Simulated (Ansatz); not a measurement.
Run this with Ansatz's Python interface and show what comes out.

`bde_bfh5nosi.py`
```python
# -*- coding: utf-8 -*-
import ansatz


def total_energy(molecule, charge=0, unpaired=0):
    calc = molecule.calculation().basis(gaussian='6-31G').functional('cam_b3lyp')
    if charge:
        calc = calc.charge(charge)
    if unpaired:
        calc = calc.spin('collinear', total=unpaired)
    report = calc.run(threads=1).report
    if report['published_state_doubts']:
        print('  doubts:', report['published_state_doubts'])
    return report['free_energy_ev']

GEOMETRY = '''
N     0.95890   -0.74150    1.25720
B     0.11800   -0.43080   -0.02750
O    -0.32400   -1.53550   -0.89710
Si   -0.24950    1.40570   -0.52200
F    -1.18700    1.38590   -1.98330
H     0.33500   -1.32550    1.83100
H     1.79820   -1.21640    0.97130
H    -1.14420   -1.78270   -0.54760
H    -1.13850    2.01700    0.58450
H     0.91610    2.17240   -0.66360
'''

def without(molecule, index):
    rest = ansatz.Crystal.molecule()
    for i, site in enumerate(molecule.cartesian_sites):
        if i != index:
            rest = rest.atom(site.symbol, site.position_ang)
    return rest


def main():
    geometry = ansatz.Crystal.molecule()
    for line in GEOMETRY.strip().splitlines():
        symbol, *xyz = line.split()
        geometry = geometry.atom(symbol, [float(v) for v in xyz])

    whole = total_energy(geometry, 0)
    hydrogen = total_energy(ansatz.Crystal.molecule().atom('H', (0, 0, 0)), 0, 1)
    print(f'E(molecule) = {whole:.5f} eV, E(H) = {hydrogen:.5f} eV')
    for index in [6, 7, 9]:
        radical = total_energy(without(geometry, index), 0, 1)
        print(f'H{index}: homolysis {96.485332 * (radical + hydrogen - whole):.1f} kJ/mol')
        anion = total_energy(without(geometry, index), -1)
        print(f'H{index}: loss of a proton {96.485332 * (anion - whole):.1f} kJ/mol')


if __name__ == '__main__':
    main()
```

Output of `python bde_bfh5nosi.py`:
```text
E(molecule) = -14884.71276 eV, E(H) = -13.51936 eV
H6: homolysis 430.4 kJ/mol
H6: loss of a proton 1591.3 kJ/mol
H7: homolysis 361.6 kJ/mol
H7: loss of a proton 1444.7 kJ/mol
H9: homolysis 352.8 kJ/mol
H9: loss of a proton 1520.4 kJ/mol
```

Notes:
- These settings explore the input space; basis and method may be short of convergence.
- The geometry is a force-field or estimated start, not a minimum of this method, and the basis set is short of its limit. All parts are taken at fixed geometry, without zero-point energy.
- Anions want diffuse functions, which this basis lacks.
- Wall time of the script: 31 s on 1 thread of Arm Neoverse V1, with other jobs on the host, peak memory 0.24 GiB.

(A comment or docstring line of the script was reworded after the run, the code is as it ran; lines on the test bed's own set-up are left out of the output.)
